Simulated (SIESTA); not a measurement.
MgSi:

```
Si Mg
1.0
     1.50251   -5.42602    0.00000
     1.50251    5.42602    0.00000
     0.00000    0.00000    4.34018
Si Mg
2 2
Direct
  0.57064 0.42936 0.75000
  0.42936 0.57064 0.25000
  0.16838 0.83162 0.25000
  0.83162 0.16838 0.75000
```

The cell comes from a database or a generator and needn't be the stable form of this composition.

```yaml
Program: SIESTA 5.4.2
Task: single point
Functional: PBEsol
Potentials_or_basis: PseudoDojo 0.4 standard (PBEsol files)
Basis: DZP (energy shift 0.003 Ry; two zetas on semicore shells)
Grid_cutoff: 800 Ry
Energy_shift: 0.003 Ry
k_mesh: 9 × 9 × 6
Occupations: fermi-dirac, width 0.05 eV
Spin: no spin polarisation
```

On this cell: pressure 0.3 GPa; largest force 0.193 eV/Å; band gap on the k mesh none (metal or under the smearing width).

The same run follows on a disturbed copy (atoms moved at random, drawn with an rms of 0.05 Å):

```
CELL_PARAMETERS angstrom
1.50251 -5.42602 0.00000
1.50251 5.42602 0.00000
0.00000 0.00000 4.34018
ATOMIC_POSITIONS crystal
Si 0.55785 0.41962 0.74593
Si 0.44416 0.58904 0.24505
Mg 0.17247 0.83235 0.25736
Mg 0.81333 0.15666 0.75889
```

Question: What does the disturbed cell give?

Answer: The energy (extrapolated to zero smearing) moves by +8.2 meV/atom; pressure 0.3 GPa; largest force 0.416 eV/Å; band gap on the k mesh none (metal or under the smearing width).

Forces on the atoms (eV/Å):
```
Si   0.124  0.230  0.130
Si  -0.220 -0.302  0.183
Mg  -0.097  0.302 -0.124
Mg   0.193 -0.231 -0.189
```

Stress tensor (GPa, compression positive):
```
-0.09  0.15 -0.09
 0.15  0.63 -0.04
-0.09 -0.04  0.48
```

Caveats: the basis of atomic orbitals isn't converged, which shifts pressures, moduli and gaps.
